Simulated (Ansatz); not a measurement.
# FGeH4N: the cost of one run

All numbers below are computed with Ansatz 0.2.0 (RKS PBE/def2-SVPD).

### 1 Starting point

Bond lengths: N1–Ge2 1.806 Å, Ge2–F3 1.753 Å, N1–H4 1.024 Å, N1–H5 1.065 Å, Ge2–H6 1.560 Å, Ge2–H7 1.575 Å. Angles: N1–Ge2–F3 107.9°, N1–Ge2–H6 110.3°, N1–Ge2–H7 109.5°, F3–Ge2–H6 110.4°, F3–Ge2–H7 110.2°, H6–Ge2–H7 108.6°, Ge2–N1–H4 108.5°, Ge2–N1–H5 109.5°, H4–N1–H5 108.9°.

Structure file:

```xyz
7

N    -0.7891    0.4797   -0.7189
Ge    0.5529   -0.0382    0.3724
F     0.2824   -1.7164    0.8000
H    -0.7745   -0.1106   -1.5549
H    -1.7215    0.3499   -0.2214
H     0.5813    0.8519    1.6536
H     1.9297    0.1157   -0.3764
```

### 2 Relaxing end A

input.yaml reads:

```yaml
crystal:
  periodic: [false, false, false]
  atoms:
    - { symbol: "N", position_ang: [-0.7891, 0.4797, -0.7189] }
    - { symbol: Ge, position_ang: [0.5529, -0.0382, 0.3724] }
    - { symbol: F, position_ang: [0.2824, -1.7164, 0.8] }
    - { symbol: H, position_ang: [-0.7745, -0.1106, -1.5549] }
    - { symbol: H, position_ang: [-1.7215, 0.3499, -0.2214] }
    - { symbol: H, position_ang: [0.5813, 0.8519, 1.6536] }
    - { symbol: H, position_ang: [1.9297, 0.1157, -0.3764] }
basis:
  gaussian: { orbitals: def2-SVPD }
hamiltonian:
  xc: pbe
relax:
  f_tol: 0.015
  max_steps: 40
```

Command:

```sh
ansatz run input.yaml --threads 2 --pin off --max-ram 3072MiB --backend cpu --events-out ev --progress --plain --runs-dir out
```

What time and memory should one allow on 2 threads of AMD EPYC 7B13 (Zen 3), shared host?

About 9.3 s, with a peak of 0.16 GiB.
